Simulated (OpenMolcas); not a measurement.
# F³⁺: CASSCF and CASPT2 terms and fine-structure levels, part 2 of 3

Which level of F³⁺ lies lowest, and where do the others fall? The reference wave functions come first, then spin-orbit coupling, then second-order correlation under several settings.

OpenMolcas 26.06; ANO-R3, X2C, active space 4 electrons in 4 orbitals (2s 2p), orbitals: highest spin of each parity. The steps go on from the part before.

### 9 CASPT2: IPEA 0.15, real shift 0.5 (closed shells correlated: 1s)

The input, a.inp:

```
>>> COPY JOB001 $Project.JobIph
&CASPT2
Multistate=3 1 2 3
Frozen=0 0
IPEA=0.15
Shift=0.5
MaxIter=60
WThr=0.0 0.3 0.05
PrWF=0.5
NoMix
>>> COPY JOB002 $Project.JobIph
&CASPT2
Multistate=6 1 2 3 4 5 6
Frozen=0 0
IPEA=0.15
Shift=0.5
MaxIter=60
WThr=0.0 0.3 0.05
PrWF=0.5
NoMix
>>> COPY JOB003 $Project.JobIph
&CASPT2
Multistate=1 1
Frozen=0 0
IPEA=0.15
Shift=0.5
MaxIter=60
WThr=0.0 0.3 0.05
PrWF=0.5
NoMix
>>> COPY JOB004 $Project.JobIph
&CASPT2
Multistate=8 1 2 3 4 5 6 7 8
Frozen=0 0
IPEA=0.15
Shift=0.5
MaxIter=60
WThr=0.0 0.3 0.05
PrWF=0.5
NoMix
```

The run is started by

```bash
OMP_NUM_THREADS=1 MOLCAS_MEM=2252 MOLCAS_PROJECT=a pymolcas a.inp > a.log
```

Output:

```text
Orbital specifications:
      -----------------------

      Symmetry species                           1   2
                                                ag  au
      Frozen orbitals                            0   0
      Inactive orbitals                          1   0
      Active orbitals                            1   3
      Secondary orbitals                        12  16
      Deleted orbitals                           0   0
      Number of basis functions                 14  19
Type of calculation                        MS-CASPT2
      Fock operator                              state-specific
      IPEA shift                                 0.15
      Real shift                                 0.50
      Imaginary shift                            0.00
      The input orbitals will be transformed to quasi-canonical
Reference energy:         -95.4324341383
      E2 (Non-variational):      -0.0807361493
      Shift correction:          -0.0046998970
      E2 (Variational):          -0.0854360463
      Total energy:             -95.5178701846
      Residual norm:              0.0000000733
      Reference weight:           0.99069
      Contributions to the CASPT2 correlation energy
      Active & Virtual Only:         -0.0696005724
      One Inactive Excited:          -0.0062681189
      Two Inactive Excited:          -0.0048674579
Reference energy:         -95.4324341383
      E2 (Non-variational):      -0.0807361498
      Shift correction:          -0.0046998970
      E2 (Variational):          -0.0854360468
      Total energy:             -95.5178701852
      Residual norm:              0.0000000733
      Reference weight:           0.99069
      Contributions to the CASPT2 correlation energy
      Active & Virtual Only:         -0.0696005729
      One Inactive Excited:          -0.0062681189
      Two Inactive Excited:          -0.0048674579
::    CASPT2 Root  1     Total energy:    -95.51787018
::    CASPT2 Root  2     Total energy:    -95.51787019
::    CASPT2 Root  3     Total energy:    -95.51787018
::    MS-CASPT2 Root  1     Total energy:    -95.51787019
::    MS-CASPT2 Root  2     Total energy:    -95.51787018
::    MS-CASPT2 Root  3     Total energy:    -95.51787018
Orbital specifications:
      -----------------------

      Symmetry species                           1   2
                                                ag  au
      Frozen orbitals                            0   0
      Inactive orbitals                          1   0
      Active orbitals                            1   3
      Secondary orbitals                        12  16
      Deleted orbitals                           0   0
      Number of basis functions                 14  19
Type of calculation                        MS-CASPT2
      Fock operator                              state-specific
      IPEA shift                                 0.15
      Real shift                                 0.50
      Imaginary shift                            0.00
      The input orbitals will be transformed to quasi-canonical
Reference energy:         -95.3067303755
      E2 (Non-variational):      -0.0902757159
      Shift correction:          -0.0053336227
      E2 (Variational):          -0.0956093386
      Total energy:             -95.4023397141
      Residual norm:              0.0000000703
      Reference weight:           0.98945
      Contributions to the CASPT2 correlation energy
      Active & Virtual Only:         -0.0792076651
      One Inactive Excited:          -0.0062006677
      Two Inactive Excited:          -0.0048673832
Reference energy:         -95.3067303755
      E2 (Non-variational):      -0.0902923458
      Shift correction:          -0.0053369419
      E2 (Variational):          -0.0956292877
      Total energy:             -95.4023596632
      Residual norm:              0.0000000697
      Reference weight:           0.98944
      Contributions to the CASPT2 correlation energy
      Active & Virtual Only:         -0.0792242387
      One Inactive Excited:          -0.0062007077
      Two Inactive Excited:          -0.0048673994
::    CASPT2 Root  1     Total energy:    -95.40233971
::    CASPT2 Root  2     Total energy:    -95.40235966
::    CASPT2 Root  3     Total energy:    -95.40232278
::    CASPT2 Root  4     Total energy:    -95.40233462
::    CASPT2 Root  5     Total energy:    -95.40235394
::    CASPT2 Root  6     Total energy:    -95.27570579
::    MS-CASPT2 Root  1     Total energy:    -95.40238716
::    MS-CASPT2 Root  2     Total energy:    -95.40238609
::    MS-CASPT2 Root  3     Total energy:    -95.40233555
::    MS-CASPT2 Root  4     Total energy:    -95.40231765
::    MS-CASPT2 Root  5     Total energy:    -95.40228571
::    MS-CASPT2 Root  6     Total energy:    -95.27570435
Orbital specifications:
      -----------------------

      Symmetry species                           1   2
                                                ag  au
      Frozen orbitals                            0   0
      Inactive orbitals                          1   0
      Active orbitals                            1   3
      Secondary orbitals                        12  16
      Deleted orbitals                           0   0
      Number of basis functions                 14  19
Type of calculation                        SS-CASPT2
      Fock operator                              state-specific
      IPEA shift                                 0.15
      Real shift                                 0.50
      Imaginary shift                            0.00
      The input orbitals will be transformed to quasi-canonical
Reference energy:         -95.1494603108
      E2 (Non-variational):      -0.0414771544
      Shift correction:          -0.0016847747
      E2 (Variational):          -0.0431619292
      Total energy:             -95.1926222400
      Residual norm:              0.0000001392
      Reference weight:           0.99664
      Contributions to the CASPT2 correlation energy
      Active & Virtual Only:         -0.0300437540
      One Inactive Excited:          -0.0065998333
      Two Inactive Excited:          -0.0048335671
::    CASPT2 Root  1     Total energy:    -95.19262224
Orbital specifications:
      -----------------------

      Symmetry species                           1   2
                                                ag  au
      Frozen orbitals                            0   0
      Inactive orbitals                          1   0
      Active orbitals                            1   3
      Secondary orbitals                        12  16
      Deleted orbitals                           0   0
      Number of basis functions                 14  19
Type of calculation                        MS-CASPT2
      Fock operator                              state-specific
      IPEA shift                                 0.15
      Real shift                                 0.50
      Imaginary shift                            0.00
      The input orbitals will be transformed to quasi-canonical
Reference energy:         -94.7429646627
      E2 (Non-variational):      -0.1006148479
      Shift correction:          -0.0076427645
      E2 (Variational):          -0.1082576124
      Total energy:             -94.8512222751
      Residual norm:              0.0000002173
      Reference weight:           0.98494
      Contributions to the CASPT2 correlation energy
      Active & Virtual Only:         -0.0878112379
      One Inactive Excited:          -0.0079702451
      Two Inactive Excited:          -0.0048333649
Reference energy:         -94.7429646627
      E2 (Non-variational):      -0.1004451937
      Shift correction:          -0.0076135333
      E2 (Variational):          -0.1080587271
      Total energy:             -94.8510233898
      Residual norm:              0.0000002197
      Reference weight:           0.98500
      Contributions to the CASPT2 correlation energy
      Active & Virtual Only:         -0.0876427664
      One Inactive Excited:          -0.0079690623
      Two Inactive Excited:          -0.0048333651
::    CASPT2 Root  1     Total energy:    -94.85122228
::    CASPT2 Root  2     Total energy:    -94.85102339
::    CASPT2 Root  3     Total energy:    -94.85115110
::    CASPT2 Root  4     Total energy:    -94.85112636
::    CASPT2 Root  5     Total energy:    -94.85129766
::    CASPT2 Root  6     Total energy:    -94.72094734
::    CASPT2 Root  7     Total energy:    -94.72100707
::    CASPT2 Root  8     Total energy:    -94.72099120
::    MS-CASPT2 Root  1     Total energy:    -94.85188419
::    MS-CASPT2 Root  2     Total energy:    -94.85167766
::    MS-CASPT2 Root  3     Total energy:    -94.85110601
::    MS-CASPT2 Root  4     Total energy:    -94.85080304
::    MS-CASPT2 Root  5     Total energy:    -94.85034990
::    MS-CASPT2 Root  6     Total energy:    -94.72104692
::    MS-CASPT2 Root  7     Total energy:    -94.72097822
::    MS-CASPT2 Root  8     Total energy:    -94.72092045
```

This run: 2 s of run time, 1 thread of Arm Neoverse V1, shared host.

SS-CASPT2: lowest energy less the reference's lowest, -0.0854 hartree; reference weights 0.985 to 0.997. These are the single-state energies of the run (the lines without MS-).

Levels with spin-orbit coupling, from the RASSI matrix with the averaged CASPT2 term energies on its diagonal:

```json
{"Configuration": "2s² 2p²", "Term": "³P", "J": "0", "E (cm⁻¹)": "0.0", "Leading %": "100"}
{"Configuration": "2s² 2p²", "Term": "³P", "J": "1", "E (cm⁻¹)": "214", "Leading %": "100"}
{"Configuration": "2s² 2p²", "Term": "³P", "J": "2", "E (cm⁻¹)": "624", "Leading %": "100"}
{"Configuration": "2s² 2p²", "Term": "¹D", "J": "2", "E (cm⁻¹)": "25780", "Leading %": "100"}
{"Configuration": "2s² 2p²", "Term": "¹S", "J": "0", "E (cm⁻¹)": "53580", "Leading %": "100"}
{"Configuration": "2s 2p³", "Term": "⁵S°", "J": "2", "E (cm⁻¹)": "71800", "Leading %": "100"}
{"Configuration": "2s 2p³", "Term": "³D°", "J": "2", "E (cm⁻¹)": "146740", "Leading %": "100"}
{"Configuration": "2s 2p³", "Term": "³D°", "J": "1", "E (cm⁻¹)": "146740", "Leading %": "100"}
{"Configuration": "2s 2p³", "Term": "³D°", "J": "3", "E (cm⁻¹)": "146750", "Leading %": "100"}
{"Configuration": "2s 2p³", "Term": "³P°", "J": "0", "E (cm⁻¹)": "175320", "Leading %": "100"}
{"Configuration": "2s 2p³", "Term": "³P°", "J": "1", "E (cm⁻¹)": "175320", "Leading %": "100"}
{"Configuration": "2s 2p³", "Term": "³P°", "J": "2", "E (cm⁻¹)": "175320", "Leading %": "100"}
```

### 10 CASPT2: IPEA 0, sigma2 regulariser 0.25 (closed shells correlated: 1s), extended multistate

The input, a.inp:

```
>>> COPY JOB001 $Project.JobIph
&CASPT2
XMultistate=3 1 2 3
Frozen=0 0
IPEA=0.0
Sig2=0.25
MaxIter=60
WThr=0.0 0.3 0.05
PrWF=0.5
NoMix
>>> COPY JOB002 $Project.JobIph
&CASPT2
XMultistate=6 1 2 3 4 5 6
Frozen=0 0
IPEA=0.0
Sig2=0.25
MaxIter=60
WThr=0.0 0.3 0.05
PrWF=0.5
NoMix
>>> COPY JOB003 $Project.JobIph
&CASPT2
Multistate=1 1
Frozen=0 0
IPEA=0.0
Sig2=0.25
MaxIter=60
WThr=0.0 0.3 0.05
PrWF=0.5
NoMix
>>> COPY JOB004 $Project.JobIph
&CASPT2
XMultistate=8 1 2 3 4 5 6 7 8
Frozen=0 0
IPEA=0.0
Sig2=0.25
MaxIter=60
WThr=0.0 0.3 0.05
PrWF=0.5
NoMix
```

The run is started by

```bash
OMP_NUM_THREADS=1 MOLCAS_MEM=2252 MOLCAS_PROJECT=a pymolcas a.inp > a.log
```

Output:

```text
Orbital specifications:
      -----------------------

      Symmetry species                           1   2
                                                ag  au
      Frozen orbitals                            0   0
      Inactive orbitals                          1   0
      Active orbitals                            1   3
      Secondary orbitals                        12  16
      Deleted orbitals                           0   0
      Number of basis functions                 14  19
Type of calculation                        XMS-CASPT2
      Fock operator                              state-average
      IPEA shift                                 0.00
      Real shift                                 0.00
      Imaginary shift                            0.00
      Sigma^2 regularizer                        0.25
      The input orbitals will be transformed to quasi-canonical
      The input states will be rotated to diagonalize the Fock operator
Reference energy:         -95.4324341383
      E2 (Non-variational):      -0.0892066114
      Shift correction:           0.0000000002
      E2 (Variational):          -0.0892066112
      Total energy:             -95.5216407495
      Residual norm:              0.0000001675
      Reference weight:           0.98784
      Contributions to the CASPT2 correlation energy
      Active & Virtual Only:         -0.0779379147
      One Inactive Excited:          -0.0063622713
      Two Inactive Excited:          -0.0049064254
Reference energy:         -95.4324341383
      E2 (Non-variational):      -0.0892066114
      Shift correction:           0.0000000002
      E2 (Variational):          -0.0892066112
      Total energy:             -95.5216407495
      Residual norm:              0.0000001675
      Reference weight:           0.98784
      Contributions to the CASPT2 correlation energy
      Active & Virtual Only:         -0.0779379147
      One Inactive Excited:          -0.0063622713
      Two Inactive Excited:          -0.0049064254
::    XMS-CASPT2 Root  1     Total energy:    -95.52164075
::    XMS-CASPT2 Root  2     Total energy:    -95.52164075
::    XMS-CASPT2 Root  3     Total energy:    -95.52164075
Orbital specifications:
      -----------------------

      Symmetry species                           1   2
                                                ag  au
      Frozen orbitals                            0   0
      Inactive orbitals                          1   0
      Active orbitals                            1   3
      Secondary orbitals                        12  16
      Deleted orbitals                           0   0
      Number of basis functions                 14  19
Type of calculation                        XMS-CASPT2
      Fock operator                              state-average
      IPEA shift                                 0.00
      Real shift                                 0.00
      Imaginary shift                            0.00
      Sigma^2 regularizer                        0.25
      The input orbitals will be transformed to quasi-canonical
      The input states will be rotated to diagonalize the Fock operator
Reference energy:         -95.3067303755
      E2 (Non-variational):      -0.0990478382
      Shift correction:           0.0000000004
      E2 (Variational):          -0.0990478378
      Total energy:             -95.4057782133
      Residual norm:              0.0000001390
      Reference weight:           0.98653
      Contributions to the CASPT2 correlation energy
      Active & Virtual Only:         -0.0878461538
      One Inactive Excited:          -0.0062951016
      Two Inactive Excited:          -0.0049065829
Reference energy:         -95.3067303755
      E2 (Non-variational):      -0.0990479857
      Shift correction:           0.0000000004
      E2 (Variational):          -0.0990479854
      Total energy:             -95.4057783608
      Residual norm:              0.0000001407
      Reference weight:           0.98653
      Contributions to the CASPT2 correlation energy
      Active & Virtual Only:         -0.0878462174
      One Inactive Excited:          -0.0062951855
      Two Inactive Excited:          -0.0049065828
::    XMS-CASPT2 Root  1     Total energy:    -95.40578654
::    XMS-CASPT2 Root  2     Total energy:    -95.40578378
::    XMS-CASPT2 Root  3     Total energy:    -95.40577903
::    XMS-CASPT2 Root  4     Total energy:    -95.40577563
::    XMS-CASPT2 Root  5     Total energy:    -95.40576612
::    XMS-CASPT2 Root  6     Total energy:    -95.27694074
Orbital specifications:
      -----------------------

      Symmetry species                           1   2
                                                ag  au
      Frozen orbitals                            0   0
      Inactive orbitals                          1   0
      Active orbitals                            1   3
      Secondary orbitals                        12  16
      Deleted orbitals                           0   0
      Number of basis functions                 14  19
Type of calculation                        SS-CASPT2
      Fock operator                              state-specific
      IPEA shift                                 0.00
      Real shift                                 0.00
      Imaginary shift                            0.00
      Sigma^2 regularizer                        0.25
      The input orbitals will be transformed to quasi-canonical
Reference energy:         -95.1494603108
      E2 (Non-variational):      -0.0438338693
      Shift correction:           0.0000000009
      E2 (Variational):          -0.0438338684
      Total energy:             -95.1932941792
      Residual norm:              0.0000003191
      Reference weight:           0.99604
      Contributions to the CASPT2 correlation energy
      Active & Virtual Only:         -0.0322585787
      One Inactive Excited:          -0.0067051371
      Two Inactive Excited:          -0.0048701535
::    CASPT2 Root  1     Total energy:    -95.19329418
Orbital specifications:
      -----------------------

      Symmetry species                           1   2
                                                ag  au
      Frozen orbitals                            0   0
      Inactive orbitals                          1   0
      Active orbitals                            1   3
      Secondary orbitals                        12  16
      Deleted orbitals                           0   0
      Number of basis functions                 14  19
Type of calculation                        XMS-CASPT2
      Fock operator                              state-average
      IPEA shift                                 0.00
      Real shift                                 0.00
      Imaginary shift                            0.00
      Sigma^2 regularizer                        0.25
      The input orbitals will be transformed to quasi-canonical
      The input states will be rotated to diagonalize the Fock operator
Reference energy:         -94.7429646627
      E2 (Non-variational):      -0.1086788480
      Shift correction:           0.0000000100
      E2 (Variational):          -0.1086788380
      Total energy:             -94.8516435007
      Residual norm:              0.0000004795
      Reference weight:           0.98033
      Contributions to the CASPT2 correlation energy
      Active & Virtual Only:         -0.0957668274
      One Inactive Excited:          -0.0079666181
      Two Inactive Excited:          -0.0049454025
Reference energy:         -94.7429646627
      E2 (Non-variational):      -0.1111396122
      Shift correction:           0.0000000111
      E2 (Variational):          -0.1111396011
      Total energy:             -94.8541042638
      Residual norm:              0.0000005126
      Reference weight:           0.97917
      Contributions to the CASPT2 correlation energy
      Active & Virtual Only:         -0.0981746943
      One Inactive Excited:          -0.0080939862
      Two Inactive Excited:          -0.0048709317
::    XMS-CASPT2 Root  1     Total energy:    -94.85413801
::    XMS-CASPT2 Root  2     Total energy:    -94.85413491
::    XMS-CASPT2 Root  3     Total energy:    -94.85412644
::    XMS-CASPT2 Root  4     Total energy:    -94.85412104
::    XMS-CASPT2 Root  5     Total energy:    -94.85411694
::    XMS-CASPT2 Root  6     Total energy:    -94.72338730
::    XMS-CASPT2 Root  7     Total energy:    -94.72338156
::    XMS-CASPT2 Root  8     Total energy:    -94.72337441
```

Time for this run: 1.9 s (1 thread of Arm Neoverse V1, shared host).

XMS-CASPT2: lowest energy less the reference's lowest, -0.0892 hartree; reference weights 0.979 to 0.996.

Spin-free terms, from the roots grouped by L:

```
configuration  term  E (cm⁻¹)  spread (cm-1)
      2s² 2p²    ³P       0.0              0
      2s² 2p²    ¹D     25430              4
      2s² 2p²    ¹S     53710              0
       2s 2p³   ⁵S°     72060              0
       2s 2p³   ³D°    146500              5
       2s 2p³   ³P°    175200              3
```

Fine-structure levels, from the RASSI matrix with the averaged CASPT2 term energies on its diagonal:

| Configuration | Term | J | E (cm⁻¹) | g | Leading % |
| --- | --- | --- | --- | --- | --- |
| 2s² 2p² | ³P | 0 | 0.0 |  | 100 |
| 2s² 2p² | ³P | 1 | 214 | 1.501 | 100 |
| 2s² 2p² | ³P | 2 | 624 | 1.501 | 100 |
| 2s² 2p² | ¹D | 2 | 25850 | 1.000 | 100 |
| 2s² 2p² | ¹S | 0 | 54130 |  | 100 |
| 2s 2p³ | ⁵S° | 2 | 72480 | 2.002 | 100 |
| 2s 2p³ | ³D° | 2 | 146920 | 1.167 | 100 |
| 2s 2p³ | ³D° | 1 | 146920 | 0.499 | 100 |
| 2s 2p³ | ³D° | 3 | 146920 | 1.334 | 100 |
| 2s 2p³ | ³P° | 0 | 175620 |  | 100 |
| 2s 2p³ | ³P° | 1 | 175620 | 1.501 | 100 |
| 2s 2p³ | ³P° | 2 | 175620 | 1.501 | 100 |

(Continued in part 3 of 3.)
